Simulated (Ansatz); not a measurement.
**C₂H₅BOSi: small, medium and large basis sets**

The task here is to estimate one member of a computed series from the others.

Computed with Ansatz 0.2.0, Gaussian basis. Level: one geometry, several basis sets.

Plan: PBE0-D4/def2-SVP; ωB97M-V/def2-SVP; PBE0-D4/def2-QZVPP; ωB97M-V/def2-QZVPP; the functionals' def2-TZVPP values are taken from earlier runs.

1 further run of the same task is left out (it didn't finish).

## The relaxed structure

All runs share one geometry, relaxed beforehand with PBE0-D4 in a triple-zeta def2 set.

SMILES `BOC1=C[SiH2]1`, 10 atoms, charge 0, spin multiplicity 1.

Atoms are counted from 1 here; the program's logs count them from 0.

Bond lengths: B1–O2 1.359 Å, B1–H6 1.193 Å, B1–H7 1.196 Å, O2–C3 1.354 Å, C3–C4 1.330 Å, C3–Si5 1.798 Å, C4–Si5 1.820 Å, C4–H8 1.082 Å, Si5–H9 1.484 Å, Si5–H10 1.484 Å. Angles: O2–B1–H6 115.8°, O2–B1–H7 120.6°, H6–B1–H7 123.6°, B1–O2–C3 122.0°, O2–C3–C4 138.6°, O2–C3–Si5 152.0°, C4–C3–Si5 69.3°, C3–C4–Si5 67.6°, C3–C4–H8 138.3°, Si5–C4–H8 154.2°, C3–Si5–C4 43.1°, C3–Si5–H9 122.1°, C3–Si5–H10 122.1°, C4–Si5–H9 121.7°, C4–Si5–H10 121.7°, H9–Si5–H10 110.7°.

The first run:

File in.yaml:

```yaml
crystal:
  periodic: [false, false, false]
  atoms:
    - {symbol: B, position_ang: [-1.792661, 1.206579, 0.399471]}
    - {symbol: O, position_ang: [-0.473738, 1.281651, 0.078807]}
    - {symbol: C, position_ang: [0.290872, 0.174937, -0.073360]}
    - {symbol: C, position_ang: [0.159077, -1.146660, -0.004630]}
    - {symbol: Si, position_ang: [1.855516, -0.638319, -0.425666]}
    - {symbol: H, position_ang: [-2.361157, 2.250307, 0.505990]}
    - {symbol: H, position_ang: [-2.321052, 0.144932, 0.558401]}
    - {symbol: H, position_ang: [-0.617533, -1.870660, 0.201919]}
    - {symbol: H, position_ang: [2.387364, -0.760290, -1.805576]}
    - {symbol: H, position_ang: [2.956413, -0.693676, 0.567744]}
basis:
  gaussian: {orbitals: def2-SVP}
hamiltonian: {xc: pbe0, dispersion: d4}
output: {orbitals: {seedname: orbitals}}
```

Run with:

```bash
> ansatz run in.yaml --threads 2 --pin off --events-out ev --progress --plain --max-ram 4352MiB
```

Steps of the session up to this table: PBE0-D4 in def2-SVP; ωB97M-V in def2-SVP; PBE0-D4 in def2-QZVPP; ωB97M-V in def2-QZVPP.

One of the session's tables, all rows but one given; the rest of the session is left out.

It belongs to the step «Density functionals: the series». 

| functional | basis | HOMO (eV) |
| --- | --- | --- |
| PBE0-D4 | def2-SVP | -7.83 |
| PBE0-D4 | def2-TZVPP | -7.81 |
| PBE0-D4 | def2-QZVPP | ? |
| ωB97M-V | def2-SVP | -9.96 |
| ωB97M-V | def2-TZVPP | -9.98 |
| ωB97M-V | def2-QZVPP | -9.98 |

Estimate the missing values for PBE0-D4, def2-QZVPP.

The run gave: HOMO (eV): -7.82. In the column «HOMO (eV)» it lies between PBE0-D4, def2-SVP (-7.83) and PBE0-D4, def2-TZVPP (-7.81).
